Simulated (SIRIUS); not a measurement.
The system is HfB.

```
CELL_PARAMETERS angstrom
0.00000 2.31000 2.31000
2.31000 0.00000 2.31000
2.31000 2.31000 0.00000
ATOMIC_POSITIONS crystal
Hf 0.50000 0.50000 0.50000
B 0.00000 0.00000 0.00000
```

```yaml
Program: SIRIUS 7.12.0
Task: relaxation of cell and atoms
Functional: revPBE
Dispersion: D3
Potentials_or_basis: PseudoDojo 0.4.1 PBE standard (scalar relativistic)
Cutoff: 1054 eV
Density_cutoff: 4214 eV
k_mesh: 7 × 7 × 7
Occupations: fermi-dirac, width 0.05 eV
Spin: no spin polarisation
```

At the start: pressure 25.0 GPa; volume 12.33 Å³/atom.

Q: Where does the relaxation end?

A: Over 4 steps the energy falls by 106.4 meV/atom and the volume is 13.81 Å³/atom (+12.1 %); space group Fm-3m (No. 225, to 0.05 Å).

Step by step:
```tsv
step	energy change (eV)	largest force (eV/Å)	pressure (GPa)	volume (Å³)
1	0.0000	0.0000	24.97	24.65
2	-0.1276	0.0000	14.79	25.69
3	-0.2120	0.0000	1.21	27.45
4	-0.2128	0.0000	0.07	27.63
```

Final structure:
```
Hf B
1.0
     0.00000    2.39940    2.39940
     2.39940    0.00000    2.39940
     2.39940    2.39940    0.00000
Hf B
1 1
Direct
  0.50000 0.50000 0.50000
  0.00000 0.00000 0.00000
```

Caveat: the potentials were made for another functional, which shifts forces and pressure; pairwise dispersion overbinds metals, which lowers pressure and volume.
